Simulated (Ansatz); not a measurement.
# ClH3SiZn: the cost of one run

Method: the settings change from run to run; program: Ansatz 0.2.0, Gaussian basis.

**1. The molecule**

The structure was relaxed beforehand with PBE0-D4 in a triple-zeta def2 set.

SMILES `[SiH3][Zn][Cl]`, 6 atoms, charge 0, spin multiplicity 1.

Atoms are counted from 1 here; the program's logs count them from 0.

Bond lengths: Si1–Zn2 2.350 Å, Si1–H4 1.488 Å, Si1–H5 1.488 Å, Si1–H6 1.488 Å, Zn2–Cl3 2.116 Å. Angles: Zn2–Si1–H4 110.6°, Zn2–Si1–H5 110.6°, Zn2–Si1–H6 110.7°, H4–Si1–H5 108.3°, H4–Si1–H6 108.3°, H5–Si1–H6 108.3°, Si1–Zn2–Cl3 180.0°.

**2. B2PLYP/cc-pVTZ-DK**

Options: atoms shaken by 0.08 Å.

File in.yaml:

```yaml
crystal:
  periodic: [false, false, false]
  atoms:
    - {symbol: Si, position_ang: [-0.543306, 0.403888, -0.464608]}
    - {symbol: Zn, position_ang: [1.138677, -0.615692, 0.675696]}
    - {symbol: Cl, position_ang: [2.819700, -1.696095, 1.558583]}
    - {symbol: H, position_ang: [-0.486392, 0.428584, -1.885355]}
    - {symbol: H, position_ang: [-2.011605, -0.171150, 0.069340]}
    - {symbol: H, position_ang: [-0.731657, 1.717317, 0.021900]}
basis:
  gaussian: {orbitals: cc-pVTZ-DK}
hamiltonian: {xc: {name: B2PLYP}}
```

Run with:

```sh
$ ansatz run in.yaml --threads 2 --pin off --events-out ev --progress --plain --max-ram 4352MiB
```

**Question.** How long does this run take on 2 threads of Arm Neoverse V2, shared host, and how much memory does it need?

About 6 s, with a peak of 0.4 GiB.
